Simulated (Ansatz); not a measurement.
# C₅H₆ClF₃O₄Ti: one species, many methods

An exercise on one series of results from a longer session: the logs are not shown, and one member is left open.

The runs use Ansatz 0.2.0, Gaussian basis; functionals in def2-TZVPP, the program's frozen cores in correlated methods.

Levels to be run: LDA (SPW92), PBE-D4, revPBE-D4, BLYP-D4, r2SCAN-D4, B97M-V, PBE0-D4, B3LYP-D4, r2SCANh-D4, r2SCAN0-D4, HSE06-D4, BHLYP-D4, CAM-B3LYP-D4, LC-ωPBE, ωB97X-V, ωB97M-V, B2PLYP, PBE-QIDH; CCSD(T)/def2-SVP; CCSD(T)/def2-TZVPP; MP2/def2-QZVPP; extrapolation to the limit; RPA on PBE.

**The geometry**

All runs share one geometry, relaxed beforehand with PBE0-D4 in a triple-zeta def2 set.

SMILES `CC1=CC(C(F)(F)F)=[O+][Ti-]([OH])([OH])([Cl])[O]1`, 20 atoms, charge 0, spin multiplicity 1.

Atoms are counted from 1 here; the program's logs count them from 0.

Bond lengths: C1–C2 1.492 Å, C1–H15 1.088 Å, C1–H16 1.092 Å, C1–H17 1.093 Å, C2–C3 1.409 Å, C2–O14 1.256 Å, C3–C4 1.372 Å, C3–H18 1.078 Å, C4–C5 1.532 Å, C4–O9 1.267 Å, C5–F6 1.333 Å, C5–F7 1.333 Å, C5–F8 1.331 Å, O9–Ti10 2.015 Å, Ti10–O11 1.790 Å, Ti10–O12 1.779 Å, Ti10–Cl13 2.219 Å, Ti10–O14 2.062 Å and more. Angles: C2–C1–H15 112.4°, C2–C1–H16 109.3°, C2–C1–H17 108.6°, H15–C1–H16 109.7°, H15–C1–H17 109.6°, H16–C1–H17 107.1°, C1–C2–C3 120.5°, C1–C2–O14 117.1°, C3–C2–O14 122.4°, C2–C3–C4 119.7°, C2–C3–H18 120.2°, C4–C3–H18 120.1°, C3–C4–C5 119.9°, C3–C4–O9 127.2°, C5–C4–O9 112.9°, C4–C5–F6 112.4°, C4–C5–F7 110.0°, C4–C5–F8 110.2° and more.

Set-up of the first run:

File in.yaml:

```yaml
crystal:
  periodic: [false, false, false]
  atoms:
    - {symbol: C, position_ang: [-1.870156, -1.267936, 1.853768]}
    - {symbol: C, position_ang: [-0.898114, -0.638289, 0.913366]}
    - {symbol: C, position_ang: [-1.249786, 0.517026, 0.188227]}
    - {symbol: C, position_ang: [-0.344970, 1.077108, -0.677893]}
    - {symbol: C, position_ang: [-0.737913, 2.305928, -1.503821]}
    - {symbol: F, position_ang: [-1.977135, 2.719662, -1.239151]}
    - {symbol: F, position_ang: [-0.667823, 2.022402, -2.804150]}
    - {symbol: F, position_ang: [0.094943, 3.314108, -1.254267]}
    - {symbol: O, position_ang: [0.839783, 0.689919, -0.905058]}
    - {symbol: Ti, position_ang: [2.014480, -0.751913, -0.129547]}
    - {symbol: O, position_ang: [2.116515, -2.514682, -0.422644]}
    - {symbol: O, position_ang: [3.189357, -0.207565, -1.349123]}
    - {symbol: Cl, position_ang: [2.918325, -0.148412, 1.805405]}
    - {symbol: O, position_ang: [0.226831, -1.184896, 0.802925]}
    - {symbol: H, position_ang: [-2.830679, -0.756455, 1.861943]}
    - {symbol: H, position_ang: [-2.012453, -2.315045, 1.577394]}
    - {symbol: H, position_ang: [-1.440956, -1.256724, 2.858883]}
    - {symbol: H, position_ang: [-2.230789, 0.950374, 0.299518]}
    - {symbol: H, position_ang: [1.575567, -3.131821, 0.078029]}
    - {symbol: H, position_ang: [3.193072, 0.586612, -1.887504]}
basis:
  gaussian: {orbitals: def2-TZVPP}
hamiltonian: {xc: lda}
output: {orbitals: {seedname: orbitals}}
```

Run with:

```
ansatz run in.yaml --threads 11 --pin off --events-out ev --progress --plain --max-ram 110592MiB --backend cuda --devices 0, --max-vram 75GiB
```

Steps of the session up to this table: LDA; PBE-D4 (GGA); revPBE-D4 (GGA); BLYP-D4 (GGA); r2SCAN-D4 (meta-GGA); B97M-V (meta-GGA); B3LYP-D4 (hybrid); r2SCANh-D4 (hybrid); r2SCAN0-D4 (hybrid); HSE06-D4 (hybrid); BHLYP-D4 (hybrid); CAM-B3LYP-D4 (range-separated); LC-ωPBE (range-separated); ωB97X-V (range-separated); ωB97M-V (range-separated); B2PLYP (double hybrid); PBE-QIDH (double hybrid).

One of the session's tables, all rows but one given; the rest of the session is left out.

It belongs to the step «Frontier levels by functional». 

```
  functional  HOMO (eV)  LUMO (eV)  gap (eV)
 LDA (SPW92)      -7.07      -3.81      3.27
      PBE-D4      -6.84      -3.52      3.33
   revPBE-D4      -6.76      -3.41      3.35
     BLYP-D4      -6.71      -3.39      3.31
   r2SCAN-D4      -7.12      -3.45      3.67
      B97M-V      -7.14      -3.37      3.77
     PBE0-D4      -8.03      -2.73      5.31
    B3LYP-D4      -7.83      -2.94      4.89
  r2SCANh-D4      -7.57      -3.15      4.42
  r2SCAN0-D4      -8.23      -2.69      5.54
    HSE06-D4      -7.64      -3.10      4.53
    BHLYP-D4      -9.11      -1.77      7.33
CAM-B3LYP-D4      -9.32      -1.68      7.64
     LC-ωPBE     -10.56      -0.59      9.97
     ωB97X-V          ?          ?         ?
     ωB97M-V     -10.15      -0.65      9.51
```

Q: Estimate the row for ωB97X-V from the others.

As computed: HOMO (eV): -10.24; LUMO (eV): -0.60; gap (eV): 9.64. In the column «HOMO (eV)» it lies between LC-ωPBE (-10.56) and ωB97M-V (-10.15).
